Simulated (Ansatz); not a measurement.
# GaH₃+ (doublet): wave-function methods side by side at a displaced geometry (v1), cc-pVTZ

One table from this session's results is given with a row withheld; the runs are named, their logs left out.

Program: Ansatz 0.2.0, Gaussian basis. Level of theory: cc-pVTZ, core rule «outside noble gas», up to 14 orbitals frozen. These are calculated values, not measurements.

The runs, in order: UHF; CCSD(T) on ROHF; CCSD(T) on UHF; BCCD(T) on ROHF; CCSDT(Q) on ROHF; CCSDT(Q) on UHF.

16 further runs of the same task are left out: 6 for a known fault of the program, 4 that didn't finish, 6 set aside as unsound or not needed.

**The system**

The geometry is a PBE0/def2-TZVP stationary point (not a proven minimum) with its atoms shifted at random (size 0.040 Å). No spin-orbit coupling is included. The filled d shell of Ga may be among the frozen orbitals whatever the setting's name suggests; the logs give the count.

4 atoms, charge 1, spin multiplicity 2.

Atoms are counted from 1 here; the program's logs count them from 0.

Bond lengths: Ga1–H3 1.590 Å, Ga1–H4 1.508 Å. Angles: H3–Ga1–H4 170.1°.

The first run:

Input file in.yaml:

```yaml
crystal:
  periodic: [false, false, false]
  atoms:
    - {symbol: Ga, position_ang: [0.000130, 0.025231, 0.001232]}
    - {symbol: H, position_ang: [-0.000704, -2.063503, -0.009922]}
    - {symbol: H, position_ang: [0.047260, 0.190503, -1.579705]}
    - {symbol: H, position_ang: [-0.055517, 0.127689, 1.504438]}
basis:
  gaussian: {orbitals: cc-pVTZ}
total_charge: 1
magnetization: {spin_polarized: true, initial_magnetization: 1}
hamiltonian: {xc: hf}
output: {orbitals: {seedname: orbitals}}
```

Launch:

```
$ ansatz run in.yaml --threads 1 --pin off --events-out ev --progress --plain --max-ram 2393MiB
```

Among the steps run: UHF; CCSD(T) on ROHF; CCSD(T) on UHF; BCCD(T) on ROHF; CCSDT(Q) on ROHF; CCSDT(Q) on UHF.

One table of the session follows, with a row left open; its other results are not shown here.

| method | from UCCSDT(Q) (meV) |
| --- | --- |
| ROHF | +2204.5 |
| UHF | +2187.8 |
| RMP2 | +513.6 |
| UMP2 | +507.8 |
| RCCSD | +40.2 |
| UCCSD | +39.3 |
| RCCSD(T) | +11.2 |
| UCCSD(T) | +10.4 |
| BCCD(T) | +10.6 |
| RCCSDT | ? |
| UCCSDT | +0.7 |
| RCCSDT(Q) | +0.7 |
| UCCSDT(Q) | 0 |

Q: Estimate the row for RCCSDT from the others.

**Answer.** from UCCSDT(Q) (meV): +1.3. In the column «from UCCSDT(Q) (meV)» it lies between RCCSDT(Q) (+0.7) and UCCSD(T) (+10.4).

Caveats from the session: Restricted and unrestricted rows rest on different reference determinants; where their highest levels disagree by more than a few hundredths of an eV, they describe different states and don't form one ladder.
